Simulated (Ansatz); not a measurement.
# C3H10OSi: the cost of one run

Method: the settings change from run to run; program: Ansatz 0.2.0, Gaussian basis.

**1. The molecule**

The geometry comes from an earlier relaxation with PBE0-D4 in a triple-zeta def2 set; it is a stationary point, not always the lowest conformer.

SMILES `CCOC[SiH3]`, 15 atoms, charge 0, spin multiplicity 1.

Atoms are counted from 1 here; the program's logs count them from 0.

Bond lengths: C1–C2 1.514 Å, C1–H6 1.093 Å, C1–H7 1.092 Å, C1–H8 1.092 Å, C2–O3 1.412 Å, C2–H9 1.093 Å, C2–H10 1.100 Å, O3–C4 1.408 Å, C4–Si5 1.887 Å, C4–H11 1.100 Å, C4–H12 1.102 Å, Si5–H13 1.485 Å, Si5–H14 1.485 Å, Si5–H15 1.489 Å. Angles: C2–C1–H6 109.9°, C2–C1–H7 112.0°, C2–C1–H8 110.4°, H6–C1–H7 107.5°, H6–C1–H8 108.3°, H7–C1–H8 108.5°, C1–C2–O3 113.6°, C1–C2–H9 110.1°, C1–C2–H10 110.4°, O3–C2–H9 105.4°, O3–C2–H10 109.5°, H9–C2–H10 107.6°, C2–O3–C4 114.3°, O3–C4–Si5 108.4°, O3–C4–H11 112.1°, O3–C4–H12 110.9°, Si5–C4–H11 109.3°, Si5–C4–H12 109.6° and more.

**2. CAM-B3LYP/def2-mTZVP**

This run has high accuracy.

The input, in.yaml:

```yaml
crystal:
  periodic: [false, false, false]
  atoms:
    - {symbol: C, position_ang: [-1.560852, -1.574418, -0.224023]}
    - {symbol: C, position_ang: [-0.569060, -0.889588, -1.141058]}
    - {symbol: O, position_ang: [-0.143582, 0.372258, -0.672551]}
    - {symbol: C, position_ang: [0.744681, 0.315392, 0.418124]}
    - {symbol: Si, position_ang: [1.326655, 2.068176, 0.804430]}
    - {symbol: H, position_ang: [-1.910776, -2.503452, -0.680861]}
    - {symbol: H, position_ang: [-1.118105, -1.829451, 0.741043]}
    - {symbol: H, position_ang: [-2.425415, -0.930799, -0.048516]}
    - {symbol: H, position_ang: [-1.028617, -0.697776, -2.113794]}
    - {symbol: H, position_ang: [0.307039, -1.534004, -1.308576]}
    - {symbol: H, position_ang: [0.273709, -0.116413, 1.313695]}
    - {symbol: H, position_ang: [1.614965, -0.319484, 0.183915]}
    - {symbol: H, position_ang: [2.033261, 2.652009, -0.364386]}
    - {symbol: H, position_ang: [0.171187, 2.930498, 1.161726]}
    - {symbol: H, position_ang: [2.263210, 2.006451, 1.960131]}
basis:
  gaussian: {orbitals: def2-mTZVP}
hamiltonian: {xc: {name: CAM-B3LYP}}
accuracy: high
output: {forces: true}
```

On the command line:

```
> ansatz run in.yaml --threads 4 --pin off --events-out ev --progress --plain --max-ram 10444MiB
```

Q: Estimate wall time and peak memory on 4 threads of Arm Neoverse V2, shared host.

About 6.5 s, with a peak of 0.71 GiB.
